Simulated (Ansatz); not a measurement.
**C₂H₆ClFSn: up Jacob's ladder to CCSD(T)**

One table from this session's results is given with a row withheld; the runs are named, their logs left out.

The runs use Ansatz 0.2.0, Gaussian basis; functionals in def2-TZVPP, the program's frozen cores in correlated methods.

Levels to be run: PBE-D4, r2SCAN-D4, PBE0-D4, B3LYP-D4, ωB97X-V, ωB97M-V, B2PLYP; CCSD(T)/def2-TZVPP; MP2/def2-QZVPP; extrapolation to the limit.

## Structure used throughout

An earlier PBE0-D4 in a triple-zeta def2 set relaxation fixed the geometry. Sn takes the def2 core potential; no spin-orbit term is included.

SMILES `C[CH2][SnH]([F])[Cl]`, 11 atoms, charge 0, spin multiplicity 1.

Atoms are counted from 1 here; the program's logs count them from 0.

Bond lengths: C1–C2 1.521 Å, C1–H6 1.092 Å, C1–H7 1.093 Å, C1–H8 1.092 Å, C2–Sn3 2.129 Å, C2–H9 1.092 Å, C2–H10 1.093 Å, Sn3–F4 1.922 Å, Sn3–Cl5 2.325 Å, Sn3–H11 1.700 Å. Angles: C2–C1–H6 111.6°, C2–C1–H7 110.4°, C2–C1–H8 111.5°, H6–C1–H7 107.7°, H6–C1–H8 107.7°, H7–C1–H8 107.8°, C1–C2–Sn3 111.7°, C1–C2–H9 111.9°, C1–C2–H10 111.9°, Sn3–C2–H9 107.0°, Sn3–C2–H10 106.4°, H9–C2–H10 107.5°, C2–Sn3–F4 105.3°, C2–Sn3–Cl5 108.2°, C2–Sn3–H11 124.4°, F4–Sn3–Cl5 104.0°, F4–Sn3–H11 105.2°, Cl5–Sn3–H11 107.9°.

The first run:

File in.yaml:

```yaml
crystal:
  periodic: [false, false, false]
  atoms:
    - {symbol: C, position_ang: [-0.945137, 0.050270, -1.132344]}
    - {symbol: C, position_ang: [-0.184661, -0.861030, -0.180706]}
    - {symbol: Sn, position_ang: [0.984355, 0.249416, 1.209225]}
    - {symbol: F, position_ang: [-0.261418, 1.400754, 2.113170]}
    - {symbol: Cl, position_ang: [2.338660, 1.713191, 0.014369]}
    - {symbol: H, position_ang: [-0.267577, 0.679490, -1.713103]}
    - {symbol: H, position_ang: [-1.535097, -0.541409, -1.837406]}
    - {symbol: H, position_ang: [-1.630555, 0.708484, -0.595127]}
    - {symbol: H, position_ang: [0.498772, -1.526950, -0.712597]}
    - {symbol: H, position_ang: [-0.858175, -1.485497, 0.411334]}
    - {symbol: H, position_ang: [1.926233, -0.443818, 2.443684]}
basis:
  gaussian: {orbitals: def2-TZVPP}
hamiltonian: {xc: pbe, dispersion: d4}
output: {forces: true, orbitals: {seedname: orbitals}}
```

Command:

```console
ansatz run in.yaml --threads 2 --pin off --events-out ev --progress --plain --max-ram 22528MiB --backend cpu
```

Among the steps run: PBE-D4 (GGA); r2SCAN-D4 (meta-GGA); PBE0-D4 (hybrid); B3LYP-D4 (hybrid); ωB97X-V (range-separated); ωB97M-V (range-separated); B2PLYP (double hybrid); CCSD(T) in def2-TZVPP; MP2 in def2-QZVPP.

One table of the session follows, with a row left open; its other results are not shown here.

| method | atomisation energy (kJ/mol) |
| --- | --- |
| PBE-D4 | 3872.0 |
| r2SCAN-D4 | 3826.8 |
| PBE0-D4 | 3814.1 |
| B3LYP-D4 | 3799.3 |
| ωB97X-V | ? |
| ωB97M-V | 3822.0 |
| B2PLYP | 3765.2 |
| HF/def2-TZVPP | 2818.5 |
| MP2/def2-TZVPP | 3778.8 |
| CCSD/def2-TZVPP | 3679.8 |
| CCSD(T)/def2-TZVPP | 3735.6 |
| MP2/CBS | 3887.1 |
| CCSD(T)/CBS | 3843.9 |

Estimate the missing values for ωB97X-V.

The run gave: atomisation energy (kJ/mol): 3836.6. In the column «atomisation energy (kJ/mol)» it lies between r2SCAN-D4 (3826.8) and CCSD(T)/CBS (3843.9).

Caveats from the session: Free atoms (2 C, 1 Sn, 1 F, 1 Cl, 6 H) were run apart at each level; the atomisation energy is their sum less the molecule, without zero-point or spin-orbit terms.
